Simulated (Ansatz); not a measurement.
# CH5BN2: taking an electron away

One table from this session's results is given with a row withheld; the runs are named, their logs left out.

The runs use Ansatz 0.2.0, Gaussian basis; unrestricted cation, the program's frozen cores in correlated methods.

Plan: UKS PBE-D4/def2-TZVPP; UKS r2SCAN-D4/def2-TZVPP; UKS PBE0-D4/def2-TZVPP; UKS B3LYP-D4/def2-TZVPP; UKS wB97X-V/def2-TZVPP; UKS wB97M-V/def2-TZVPP; UKS B2PLYP/def2-TZVPP; UHF-CCSD(T)/def2-TZVPP; UHF-MP2/def2-QZVPP; extrapolation to the limit; then −ε(HOMO) from the neutral's earlier runs with LDA (SPW92), PBE-D4, revPBE-D4, BLYP-D4, r2SCAN-D4, B97M-V, PBE0-D4, B3LYP-D4, r2SCANh-D4, r2SCAN0-D4, HSE06-D4, BHLYP-D4, CAM-B3LYP-D4, LC-ωPBE, ωB97X-V, ωB97M-V.

### The relaxed structure

The geometry comes from an earlier relaxation with PBE0-D4 in a triple-zeta def2 set; it is a stationary point, not always the lowest conformer.

SMILES `B1NCN1`, 9 atoms, charge 0, spin multiplicity 1.

Atoms are counted from 1 here; the program's logs count them from 0.

Bond lengths: B1–N2 1.430 Å, B1–N4 1.430 Å, B1–H5 1.191 Å, N2–C3 1.458 Å, N2–H6 1.003 Å, C3–N4 1.458 Å, C3–H7 1.097 Å, C3–H8 1.097 Å, N4–H9 1.003 Å. Angles: N2–B1–N4 92.5°, N2–B1–H5 133.7°, N4–B1–H5 133.7°, B1–N2–C3 88.7°, B1–N2–H6 135.4°, C3–N2–H6 124.3°, N2–C3–N4 90.2°, N2–C3–H7 113.7°, N2–C3–H8 114.4°, N4–C3–H7 114.4°, N4–C3–H8 113.7°, H7–C3–H8 109.6°, B1–N4–C3 88.7°, B1–N4–H9 135.5°, C3–N4–H9 124.3°.

Set-up of the first run:

in.yaml reads:

```yaml
crystal:
  periodic: [false, false, false]
  atoms:
    - {symbol: B, position_ang: [-0.538099, 0.903828, -0.424192]}
    - {symbol: N, position_ang: [0.763940, 0.350105, -0.630863]}
    - {symbol: C, position_ang: [0.430096, -0.702400, 0.321981]}
    - {symbol: N, position_ang: [-0.891547, -0.116161, 0.513494]}
    - {symbol: H, position_ang: [-1.109556, 1.851861, -0.864610]}
    - {symbol: H, position_ang: [1.686504, 0.721989, -0.761457]}
    - {symbol: H, position_ang: [0.419966, -1.707135, -0.117078]}
    - {symbol: H, position_ang: [1.046892, -0.704084, 1.228587]}
    - {symbol: H, position_ang: [-1.719798, -0.644404, 0.717039]}
basis:
  gaussian: {orbitals: def2-TZVPP}
total_charge: 1
magnetization: {spin_polarized: true, initial_magnetization: 1}
hamiltonian: {xc: pbe, dispersion: d4}
```

Steps of the session up to this table: Cation, UKS PBE-D4/def2-TZVPP; Cation, UKS r2SCAN-D4/def2-TZVPP; Cation, UKS PBE0-D4/def2-TZVPP; Cation, UKS B3LYP-D4/def2-TZVPP; Cation, UKS wB97X-V/def2-TZVPP; Cation, UKS wB97M-V/def2-TZVPP; Cation, UKS B2PLYP (frozen core)/def2-TZVPP; Cation, UHF-CCSD(T)/def2-TZVPP; Cation, UHF-MP2/def2-QZVPP.

One table of the session follows, with a row left open; its other results are not shown here.

It belongs to the step «Ionisation energies side by side». For comparison, −ε(HOMO) of the neutral from earlier runs:

```
  functional  −ε(HOMO) (eV)
 LDA (SPW92)           5.79
      PBE-D4           5.62
   revPBE-D4           5.56
     BLYP-D4           5.48
   r2SCAN-D4           5.89
      B97M-V           6.01
     PBE0-D4           7.00
    B3LYP-D4           6.75
  r2SCANh-D4           6.41
  r2SCAN0-D4           7.20
    HSE06-D4           6.59
    BHLYP-D4              ?
CAM-B3LYP-D4           8.41
     LC-ωPBE           9.81
     ωB97X-V           9.44
     ωB97M-V           9.36
```

**Question.** Estimate the row for BHLYP-D4.

Worked estimate for «−ε(HOMO) (eV)». Against the share of exact exchange, BLYP-D4 (0, 5.48), B3LYP-D4 (0.2, 6.75) give a slope of 6.35 per unit share; at 0.5 the line stands at 8.65.

As computed: −ε(HOMO) (eV): 8.29. In «−ε(HOMO) (eV)» the line misses by +0.36.
